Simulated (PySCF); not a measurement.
# HfH4O4 (SMILES O[Hf](O)(O)O) at 6 levels

We compute a comparison of 6 runs (B3LYP/def2-SVP, BHLYP/def2-SVP, M06-2X/def2-SVP, M06-L/def2-SVP, PBE0/def2-SVP, TPSS/def2-SVP) of HfH4O4. 

The calculation is run with PySCF 2.14.0.

### Step 1. The structure to begin with

The species is HfH4O4 (9 atoms), meant as a singlet with charge 0. SMILES: `O[Hf](O)(O)O`. The shape is that of a PBE0-D4/def2-TZVP optimisation. This is one conformer, not always the lowest.

Bond lengths: O1–Hf2 1.935 Å, Hf2–O3 1.935 Å, Hf2–O4 1.935 Å, Hf2–O5 1.935 Å, O1–H6 0.951 Å, O3–H7 0.951 Å, O4–H8 0.951 Å, O5–H9 0.951 Å. Angles: O1–Hf2–O3 109.7°, O1–Hf2–O4 109.3°, O1–Hf2–O5 109.3°, O3–Hf2–O4 109.3°, O3–Hf2–O5 109.3°, O4–Hf2–O5 109.7°, Hf2–O1–H6 155.7°, Hf2–O3–H7 155.6°, Hf2–O4–H8 155.7°, Hf2–O5–H9 155.6°.

### Step 2. The energy at B3LYP/def2-SVP (core potential) (run 1)

calc.py

```python
# O[Hf](O)(O)O
from pyscf import gto, dft

system = gto.Mole()
system.atom = '''
O     -0.879630     0.176179     3.544484
Hf    -0.000057    -0.000057    -0.000076
O      3.556994     0.730644    -0.426908
O     -0.705454    -3.360179    -1.257348
O     -1.972156     2.453148    -1.860568
H     -1.228322    -0.482787     5.179418
H      4.983586     1.754856    -0.807310
H     -0.403608    -4.841554    -2.228573
H     -3.351354     3.569768    -2.143101
'''
system.verbose = 4
system.basis = 'def2-svp'
system.unit = 'bohr'
system.ecp = {'Hf': 'def2-svp'}
system.max_memory = 1860
system.build()

mf = dft.RKS(system)
mf.xc = 'b3lyp'
mf.conv_tol = 1e-10
mf.grids.level = 5
mf.kernel()
if not mf.converged:
    mf = mf.newton().run(mf.mo_coeff, mf.mo_occ)

energy = mf.e_tot
print(f'total energy: {energy:.8f} hartree')
```

Started as:

```bash
$ OMP_NUM_THREADS=1 python calc.py
```

Output:

```text
PySCF version 2.14.0

[INPUT] num. atoms = 9
[INPUT] num. electrons = 48
[INPUT] charge = 0
[INPUT] spin (= nelec alpha-beta = 2S) = 0
[INPUT] symmetry False subgroup None
[INPUT] Mole.unit = bohr
[INPUT] Symbol           X                Y                Z      unit          X                Y                Z       unit  Magmom
[INPUT]  1 O     -0.465480150042   0.093229911843   1.875660157271 AA   -0.879630000000   0.176179000000   3.544484000000 Bohr   0.0
[INPUT]  2 Hf    -0.000030163101  -0.000030163101  -0.000040217468 AA   -0.000057000000  -0.000057000000  -0.000076000000 Bohr   0.0
[INPUT]  3 O      1.882280164179   0.386640154095  -0.225909984759 AA    3.556994000000   0.730644000000  -0.426908000000 Bohr   0.0
[INPUT]  4 O     -0.373310180152  -1.778130151412  -0.665359907796 AA   -0.705454000000  -3.360179000000  -1.257348000000 Bohr   0.0
[INPUT]  5 O     -1.043620011579   1.298150016614  -0.984570184967 AA   -1.972156000000   2.453148000000  -1.860568000000 Bohr   0.0
[INPUT]  6 H     -0.650000010072  -0.255479878128   2.740829971429 AA   -1.228322000000  -0.482787000000   5.179418000000 Bohr   0.0
[INPUT]  7 H      2.637200139860   0.928629803646  -0.427210054148 AA    4.983586000000   1.754856000000  -0.807310000000 Bohr   0.0
[INPUT]  8 H     -0.213580155745  -2.562040042239  -1.179310044472 AA   -0.403608000000  -4.841554000000  -2.228573000000 Bohr   0.0
[INPUT]  9 H     -1.773460162526   1.889039873871  -1.134080209900 AA   -3.351354000000   3.569768000000  -2.143101000000 Bohr   0.0

nuclear repulsion = 209.799054972484
number of shells = 48
number of NR pGTOs = 181
number of NR cGTOs = 108
basis = def2-svp
ecp = {'Hf': 'def2-svp'}

******** <class 'pyscf.dft.rks.RKS'> ********
method = RKS
initial guess = minao
damping factor = 0
level_shift factor = 0
DIIS = <class 'pyscf.scf.diis.CDIIS'>
diis_start_cycle = 1
diis_space = 8
diis_damp = 0
SCF conv_tol = 1e-10
SCF conv_tol_grad = None
SCF max_cycles = 50
direct_scf = True
direct_scf_tol = 1e-13
XC library pyscf.dft.libxc version 7.0.0
    S. Lehtola, C. Steigemann, M. J.T. Oliveira, and M. A.L. Marques.,  SoftwareX 7, 1–5 (2018)
XC functionals = b3lyp
    P. J. Stephens, F. J. Devlin, C. F. Chabalowski, and M. J. Frisch.,  J. Phys. Chem. 98, 11623 (1994)
radial grids:
    Treutler-Ahlrichs [JCP 102, 346 (1995); DOI:10.1063/1.469408] (M4) radial grids

becke partition: Becke, JCP 88, 2547 (1988); DOI:10.1063/1.454033
pruning grids: <function nwchem_prune>
grids dens level: 5
symmetrized grids: False
atomic radii adjust function: <function treutler_atomic_radii_adjust>
small_rho_cutoff = 0
Set gradient conv threshold to 1e-05
Initial guess from minao.
tot grids = 316528
init E= -338.636985079023
  HOMO = -0.619928997669713  LUMO = -0.326254145050351  gap/eV = 7.99130
cycle= 1 E= -350.904918848753  delta_E= -12.3  |g|= 1.53  |ddm|= 7.85
  HOMO = -0.0811256758128697  LUMO = 0.0440084342611122  gap/eV = 3.40507
cycle= 2 E= -350.311014921878  delta_E= 0.594  |g|= 2.33  |ddm|= 2.83
  HOMO = -0.302921823866974  LUMO = -0.00173854018922626  gap/eV = 8.19561
cycle= 3 E= -351.343529525408  delta_E= -1.03  |g|= 0.298  |ddm|= 1.77
  HOMO = -0.299095883288286  LUMO = -0.006632409420952  gap/eV = 7.95834
cycle= 4 E= -351.363838814024  delta_E= -0.0203  |g|= 0.057  |ddm|= 0.324
  HOMO = -0.292296152571254  LUMO = -0.00265944032469534  gap/eV = 7.88142
cycle= 5 E= -351.364744466034  delta_E= -0.000906  |g|= 0.00242  |ddm|= 0.0665
  HOMO = -0.292793406950881  LUMO = -0.00291625900464965  gap/eV = 7.88796
cycle= 6 E= -351.364745748287  delta_E= -1.28e-06  |g|= 0.000605  |ddm|= 0.00309
  HOMO = -0.292828637473474  LUMO = -0.00292349668341174  gap/eV = 7.88872
cycle= 7 E= -351.364745828537  delta_E= -8.02e-08  |g|= 3.58e-05  |ddm|= 0.000566
  HOMO = -0.292831242909893  LUMO = -0.00292373500601428  gap/eV = 7.88879
cycle= 8 E= -351.364745828744  delta_E= -2.08e-10  |g|= 2.01e-05  |ddm|= 3.84e-05
  HOMO = -0.292831217019964  LUMO = -0.00292380730564545  gap/eV = 7.88878
cycle= 9 E= -351.364745828822  delta_E= -7.74e-11  |g|= 4.86e-06  |ddm|= 1.53e-05
  HOMO = -0.292831360047215  LUMO = -0.0029239349335235  gap/eV = 7.88878
Extra cycle  E= -351.364745828808  delta_E= 1.35e-11  |g|= 9.08e-06  |ddm|= 9.51e-06
converged SCF energy = -351.364745828808
total energy: -351.36474583 hartree
```

Run time: 15 s. Hardware: 1 thread of Intel Xeon 6975P-C (Granite Rapids), shared host; peak memory 0.57 GiB.

### Step 3. The energy at BHLYP/def2-SVP (core potential) (run 2)

start.xyz

```xyz
9

O     -0.465480     0.093230     1.875660
Hf    -0.000030    -0.000030    -0.000040
O      1.882280     0.386640    -0.225910
O     -0.373310    -1.778130    -0.665360
O     -1.043620     1.298150    -0.984570
H     -0.650000    -0.255480     2.740830
H      2.637200     0.928630    -0.427210
H     -0.213580    -2.562040    -1.179310
H     -1.773460     1.889040    -1.134080
```

input.py

```python
# O[Hf](O)(O)O
from pyscf import gto, dft

mol = gto.M(
    atom='start.xyz',
    basis='def2-svp',
    verbose=3,
    ecp={'Hf': 'def2-svp'},
    max_memory=1860,
)

mf = dft.RKS(mol, xc='bhandhlyp')
mf.grids.level = 5
mf.conv_tol = 1e-10
mf.kernel()
if not mf.converged:
    mf = mf.newton().run(mf.mo_coeff, mf.mo_occ)

e_tot = mf.e_tot
print(f'total energy: {e_tot:.8f} hartree')
```

Started as:

```bash
$ OMP_NUM_THREADS=1 python input.py
```

Output:

```text
converged SCF energy = -351.090180494033
total energy: -351.09018049 hartree
```

It took 16 s on 1 thread of Intel Xeon 6975P-C (Granite Rapids), shared host; peak memory 0.57 GiB.

### Step 4. A single-point energy at M06-2X/def2-SVP (core potential) (run 3)

run.py

```python
from pyscf import gto, dft

mol = gto.Mole()
mol.atom = [
    ('O', (-0.465480, 0.093230, 1.875660)),
    ('Hf', (-0.000030, -0.000030, -0.000040)),
    ('O', (1.882280, 0.386640, -0.225910)),
    ('O', (-0.373310, -1.778130, -0.665360)),
    ('O', (-1.043620, 1.298150, -0.984570)),
    ('H', (-0.650000, -0.255480, 2.740830)),
    ('H', (2.637200, 0.928630, -0.427210)),
    ('H', (-0.213580, -2.562040, -1.179310)),
    ('H', (-1.773460, 1.889040, -1.134080)),
]
mol.verbose = 3
mol.spin = 0
mol.basis = 'def2-svp'
mol.ecp = {'Hf': 'def2-svp'}
mol.max_memory = 1860
mol.build()

ks = dft.RKS(mol, xc='m06-2x')
ks.grids.level = 5
ks.conv_tol = 1e-10
ks.kernel()
if not ks.converged:
    ks = ks.newton().run(ks.mo_coeff, ks.mo_occ)

e_tot = ks.e_tot
print('E = %.10f Eh' % e_tot)
```

Started as:

```bash
$ OMP_NUM_THREADS=1 python run.py
```

Output:

```text
converged SCF energy = -351.124839438884
E = -351.1248394389 Eh
```

It took 27 s on 1 thread of Intel Xeon 6975P-C (Granite Rapids), shared host; peak memory 0.6 GiB.

Runs 4 to 5 aren't shown in full; the table further down has their settings and results.

### Step 5. The energy at TPSS/def2-SVP (core potential) (run 6)

calc.py

```python
from pyscf import gto, dft

system = gto.M(
    atom='''
O     -0.465480     0.093230     1.875660
Hf    -0.000030    -0.000030    -0.000040
O      1.882280     0.386640    -0.225910
O     -0.373310    -1.778130    -0.665360
O     -1.043620     1.298150    -0.984570
H     -0.650000    -0.255480     2.740830
H      2.637200     0.928630    -0.427210
H     -0.213580    -2.562040    -1.179310
H     -1.773460     1.889040    -1.134080
''',
    ecp={'Hf': 'def2-svp'},
    basis='def2-svp',
    verbose=4,
    charge=0,
    max_memory=1860,
)

mf = dft.RKS(system, xc='tpss')
mf.conv_tol = 1e-10
mf.grids.level = 5
mf.kernel()
if not mf.converged:
    mf = mf.newton().run(mf.mo_coeff, mf.mo_occ)

e_final = mf.e_tot
print('E = %.10f Eh' % e_final)
```

Started as:

```bash
$ OMP_NUM_THREADS=1 python calc.py
```

Output:

```text
PySCF version 2.14.0

[... 78 lines left out ...]
converged SCF energy = -351.377654536688
E = -351.3776545367 Eh
```

It took 27 s on 1 thread of Intel Xeon 6975P-C (Granite Rapids), shared host; peak memory 0.6 GiB.

### Step 6. The series

```tsv
run	level	energy (Eh)	dipole moment (D)	HOMO energy (eV)	LUMO energy (eV)	wall time
1	B3LYP/def2-SVP (core potential)	-351.364746	0.00	-7.97	-0.08	15 s
2	BHLYP/def2-SVP (core potential)	-351.090180	0.00	-9.95	0.74	16 s
3	M06-2X/def2-SVP (core potential)	-351.124839	0.00	-9.99	0.72	27 s
4	M06-L/def2-SVP (core potential)	-351.335487	0.00	-6.86	0.55	27 s
5	PBE0/def2-SVP (core potential)	-351.010237	0.00	-8.30	0.26	15 s
6	TPSS/def2-SVP (core potential)	-351.377655	0.00	-6.65	-0.25	27 s
```

### Step 7. Summary of results

```
            quantity          value
 run 6: total energy  -351.37765 Eh
run 6: dipole moment         0.00 D
  run 6: HOMO energy       -6.65 eV
  run 6: LUMO energy       -0.25 eV
run 6: HOMO–LUMO gap        6.39 eV
```

In words: The HOMO–LUMO gap runs from 6.39 eV (TPSS/def2-SVP) to 10.71 eV (M06-2X/def2-SVP). Totals of different functionals can't be ranked against each other. All runs together took 2.1 min, the longest 27 s.
